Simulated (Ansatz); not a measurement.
# FH4OSi2 radical: how energies converge with the basis set

The task here is to estimate one member of a computed series from the others.

The runs use Ansatz 0.2.0, Gaussian basis; one geometry, several basis sets.

The runs, in order: PBE0-D4/def2-SVP; ωB97M-V/def2-SVP; PBE0-D4/def2-QZVPP; ωB97M-V/def2-QZVPP; the functionals' def2-TZVPP values are taken from earlier runs.

## The geometry

The geometry comes from an earlier relaxation with PBE0-D4 in a triple-zeta def2 set; it is a stationary point, not always the lowest conformer.

8 atoms, charge 0, spin multiplicity 2.

Atoms are counted from 1 here; the program's logs count them from 0.

Bond lengths: F1–Si2 1.594 Å, Si2–O3 1.620 Å, Si2–H5 1.476 Å, Si2–H6 1.479 Å, O3–Si4 1.643 Å, Si4–H7 1.489 Å, Si4–H8 1.493 Å. Angles: F1–Si2–O3 109.5°, F1–Si2–H5 107.9°, F1–Si2–H6 107.2°, O3–Si2–H5 108.6°, O3–Si2–H6 110.3°, H5–Si2–H6 113.3°, Si2–O3–Si4 148.7°, O3–Si4–H7 107.6°, O3–Si4–H8 109.7°, H7–Si4–H8 110.7°.

Set-up of the first run:

Contents of in.yaml:

```yaml
crystal:
  periodic: [false, false, false]
  atoms:
    - {symbol: F, position_ang: [-0.126484, 1.802099, 1.445916]}
    - {symbol: Si, position_ang: [0.391252, 1.262025, 0.038702]}
    - {symbol: O, position_ang: [-0.397340, -0.101704, -0.339371]}
    - {symbol: Si, position_ang: [-0.821382, -1.636387, 0.065927]}
    - {symbol: H, position_ang: [0.081530, 2.283459, -0.980603]}
    - {symbol: H, position_ang: [1.839755, 0.995759, 0.178127]}
    - {symbol: H, position_ang: [-1.207763, -2.342842, -1.186622]}
    - {symbol: H, position_ang: [0.332631, -2.319510, 0.722024]}
basis:
  gaussian: {orbitals: def2-SVP}
magnetization: {spin_polarized: true, initial_magnetization: 1}
hamiltonian: {xc: pbe0, dispersion: d4}
output: {orbitals: {seedname: orbitals}}
```

The run is started by

```bash
> ansatz run in.yaml --threads 4 --pin off --events-out ev --progress --plain --max-ram 10444MiB
```

Among the steps run: PBE0-D4 in def2-SVP; ωB97M-V in def2-SVP; PBE0-D4 in def2-QZVPP; ωB97M-V in def2-QZVPP.

One of the session's tables, all rows but one given; the rest of the session is left out.

It belongs to the step «Density functionals: the series». 

```
functional       basis  HOMO (eV)  LUMO (eV)
   PBE0-D4    def2-SVP      -6.17      -2.31
   PBE0-D4  def2-TZVPP      -6.23      -2.35
   PBE0-D4  def2-QZVPP      -6.25      -2.38
   ωB97M-V    def2-SVP          ?          ?
   ωB97M-V  def2-TZVPP      -8.00      -0.74
   ωB97M-V  def2-QZVPP      -8.03      -0.82
```

**Question.** Estimate the row for ωB97M-V, def2-SVP.

**Answer.** HOMO (eV): -7.92; LUMO (eV): -0.63. In the column «HOMO (eV)» it lies between ωB97M-V, def2-TZVPP (-8.00) and PBE0-D4, def2-QZVPP (-6.25).
